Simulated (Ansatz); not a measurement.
Task: a formation energy from the elements of GaGe and its elements, with Ansatz 0.2.0, Python API. Give the script and its output. Settings (first run): r2SCAN, PAW, cutoff 550 eV, Gaussian smearing of 0.02 eV.

`gage_formation.py`
```python
"""Is GaGe bound against its elements, after relaxing cells and atoms."""

from collections import Counter
import warnings

import ansatz
import numpy as np
import pandas as pd

PHASES = {
    "GaGe": (
        [(0.0, 2.897844, 2.897844), (2.897844, 0.0, 2.897844), (2.897844, 2.897844, 0.0)],
        [
            ("Ga", (0.75, 0.75, 0.75)),
            ("Ge", (0.0, 0.0, 0.0)),
        ],
    ),
    "Ga": (
        [(2.2615, -3.8305, 0.0), (2.2615, 3.8305, 0.0), (0.0, 0.0, 4.524)],
        [
            ("Ga", (0.8451, 0.1549, 0.081)),
            ("Ga", (0.6549, 0.3451, 0.581)),
            ("Ga", (0.1549, 0.8451, 0.919)),
            ("Ga", (0.3451, 0.6549, 0.419)),
        ],
    ),
    "Ge": (
        [(0.0, 2.82891, 2.82891), (2.82891, 0.0, 2.82891), (2.82891, 2.82891, 0.0)],
        [
            ("Ge", (0.0, 0.0, 0.0)),
            ("Ge", (0.25, 0.25, 0.25)),
        ],
    ),
}


def build(vectors, sites):
    crystal = ansatz.Crystal(lattice=ansatz.Lattice.of(vectors))
    for symbol, position in sites:
        crystal = crystal.atom(symbol, position)
    return crystal


def ground_state(name, crystal):
    calc = (
        crystal.calculation()
        .functional("r2scan")
        .basis(550)
        .kpoints(spacing=0.33)
        .occupations("gaussian", width=0.02)
        .stress()
    )
    calc = calc.relax(force_tolerance=0.02, max_steps=40, cell=True)
    return calc.run(threads=1, backend="cpu")


def counts(outcome):
    return Counter(site.symbol for site in outcome.lattice.sites)

def formation_energy(outcome, mu):
    n = counts(outcome)
    return (outcome.report["energy_sigma0_ev"] - sum(k * mu[element] for element, k in n.items())) / sum(n.values())


def volume_per_atom(outcome):
    return abs(np.linalg.det(outcome.lattice.cell_ang)) / len(outcome.lattice.sites)

warnings.simplefilter("ignore", ansatz.DeckWarning)

phases = {name: build(*cell) for name, cell in PHASES.items()}

done = {}
for name, crystal in phases.items():
    done[name] = ground_state(name, crystal)
    print(f"{name}: {done[name].report['energy_sigma0_ev']:.4f} eV, {len(done[name].lattice.sites)} atoms")

# energy of one atom in its reference phase
references = {"Ga": "Ga", "Ge": "Ge"}
mu = {element: done[name].report["energy_sigma0_ev"] / len(done[name].lattice.sites) for element, name in references.items()}

target = done["GaGe"]
heat = formation_energy(target, mu)
rows = [(name, len(o.lattice.sites), volume_per_atom(o), formation_energy(o, mu)) for name, o in done.items()]
print(pd.DataFrame(rows, columns=["phase", "atoms", "V (A^3/atom)", "E_form (eV/atom)"]).round(4).to_string(index=False))
```

Running `python gage_formation.py` prints:
```text
GaGe: -8092.8387 eV, 2 atoms
Ga: -15161.1050 eV, 4 atoms
Ge: -8605.7763 eV, 2 atoms
phase  atoms  V (A^3/atom)  E_form (eV/atom)
 GaGe      2       23.3286            0.1628
   Ga      4       19.1885            0.0000
   Ge      2       22.8068            0.0000
```

Absolute energies stand on the zero of these potentials, so only differences at equal settings mean something. The cells come from databases of deposited and of computed structures, and not all need be stable phases. The compound is the structure given, not necessarily its lowest; energies are at zero temperature, with no correction for gases. A semilocal functional's error on such energies is often 0.05 to 0.1 eV an atom, and 0.1 to 0.3 eV against gases such as O2 or F2. Run time: 74 s on 1 thread of Intel(R) Xeon(R) Platinum 8375C CPU @ 2.90GHz (Ice Lake) (shared host), peak memory 0.75 GiB.

(Lines on the test bed's own set-up are left out of the output.)
